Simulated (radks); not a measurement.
**I²⁺ with its nuclear charge varied continuously**

What is the energy between the elements? 51 electrons are held in [Kr] 4d10 5s2 5p3 while Z is changed in small steps.

The numbers are computed with radks (a radial shooting solver on a logarithmic mesh, Libxc functionals) version 1 (scalar-relativistic Kohn-Sham, BLYP, spin-unpolarised, spherical densities, point nucleus), except any that are marked as measured or tabulated.

### 1 What is computed

- element: iodine (Z = 53)
- charge: +2
- electrons: 51
- configuration: [Kr] 4d10 5s2 5p3

Outer shells as boxes (Hund's rule):

I²⁺
```
[Kr] core
4d [↑↓][↑↓][↑↓][↑↓][↑↓]
5s [↑↓]
5p [↑ ][↑ ][↑ ]
```

### 2 Z = 53

The run's settings:

```text
Z 53
configuration [Kr] 4d10 5s2 5p3
relativity scalar-relativistic
functional b88,lyp
spin unpolarised
nucleus point
c 137.035999084
```

### 3 Z = 52

Changes since step 2:

```diff
@@ -1,2 +1,2 @@
-Z 53
+Z 52
 configuration [Kr] 4d10 5s2 5p3
```

### 4 Z = 52.2

Changes since step 3:

```diff
@@ -1,2 +1,2 @@
-Z 52
+Z 52.2
 configuration [Kr] 4d10 5s2 5p3
```

### 5 Z = 52.4

Changes since step 4:

```diff
@@ -1,2 +1,2 @@
-Z 52.2
+Z 52.4
 configuration [Kr] 4d10 5s2 5p3
```

### 6 Z = 52.6

Changes since step 5:

```diff
@@ -1,2 +1,2 @@
-Z 52.4
+Z 52.6
 configuration [Kr] 4d10 5s2 5p3
```

### 7 Z = 52.8

Changes since step 6:

```diff
@@ -1,2 +1,2 @@
-Z 52.6
+Z 52.8
 configuration [Kr] 4d10 5s2 5p3
```

### 8 Z = 53.2

Changes since step 7:

```diff
@@ -1,2 +1,2 @@
-Z 52.8
+Z 53.2
 configuration [Kr] 4d10 5s2 5p3
```

### 9 Z = 53.4

Changes since step 8:

```diff
@@ -1,2 +1,2 @@
-Z 53.2
+Z 53.4
 configuration [Kr] 4d10 5s2 5p3
```

### 10 Z = 53.6

Changes since step 9:

```diff
@@ -1,2 +1,2 @@
-Z 53.4
+Z 53.6
 configuration [Kr] 4d10 5s2 5p3
```

### 11 Z = 53.8

Changes since step 10:

```diff
@@ -1,2 +1,2 @@
-Z 53.6
+Z 53.8
 configuration [Kr] 4d10 5s2 5p3
```

### 12 Z = 54

Changes since step 11:

```diff
@@ -1,2 +1,2 @@
-Z 53.8
+Z 54
 configuration [Kr] 4d10 5s2 5p3
```

Before running it: what results should come out? Wanted: for each run, Z; E; E(electron-nucleus)/Z; highest level; its energy; <r>.

**Answer**, as computed:

```
   Z  E (hartree)  E(electron-nucleus)/Z (hartree)  highest level  its energy (eV)  <r> (bohr)
  52  -6794.78496                         -315.764             5p          -13.544       2.490
52.2  -6858.33823                         -317.440             5p          -15.561       2.426
52.4  -6922.23002                         -319.116             5p          -17.652       2.367
52.6  -6986.46050                         -320.794             5p          -19.815       2.312
52.8  -7051.02984                         -322.472             5p          -22.046       2.261
  53  -7115.93824                         -324.150             5p          -24.345       2.213
53.2  -7181.18591                         -325.830             5p          -26.710       2.169
53.4  -7246.77308                         -327.511             5p          -29.140       2.127
53.6  -7312.70001                         -329.192             5p          -31.633       2.087
53.8  -7378.96693                         -330.875             5p          -34.188       2.049
  54  -7445.57413                         -332.559             5p          -36.804       2.014
```

**Reading.** At Z = 53 the central difference of E is -325.390 hartree, against -324.150 from the Hellmann-Feynman theorem; the scalar-relativistic energy here is not variational, so the two differ by a part that grows with Z. The top level goes from -13.544 eV at Z = 52 to -36.804 eV at Z = 54.
